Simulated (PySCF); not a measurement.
# C5H6BS2: the cost of one run

Programs: PySCF 2.14.0, with routines of our own; each step states its level. All values are computed. Atoms count from 0.

## 1. The system as given

14 atoms, charge 0, multiplicity 2; geometry from: GFN2-xTB.

## 2. Open-shell or spin-flip excitations: unrestricted TDA PBE0/def2-SVPD

What the job is given:

```
{"job": {"kind": "uabs", "xc": "PBE0", "basis": "def2-SVPD", "nstates": 10, "tda": true}, "charge": 0, "multiplicity": 2}
C      3.440891    -0.170464     0.585462
B      1.884018    -0.155133     0.501595
S      0.827754    -1.199056    -0.380176
C     -0.803696    -0.538881    -0.067568
C     -1.154042     0.669727     0.452696
C     -2.553845     0.843282     0.515000
C     -3.238777    -0.225755     0.036924
S     -2.190955    -1.479791    -0.502757
H      3.841814    -1.185813     0.594310
H      3.850677     0.346272     1.452801
H      3.853678     0.325467    -0.294633
H     -0.435599     1.399702     0.780705
H     -3.023154     1.731042     0.899215
H     -4.299441    -0.361073    -0.035689
```

Method: unrestricted TDA PBE0/def2-SVPD, vertical, gas phase, core orbitals frozen in the response.

Command:

```bash
$ OMP_NUM_THREADS=1 python excited_run.py task.json out
```

The driver reads the jobs from task.json and runs them one after another.

**Question.** How long does this first job take on 1 thread of Intel Xeon at 2.50GHz, shared host, and how much memory does it need?

About 3.5 min, with a peak of 0.79 GiB.
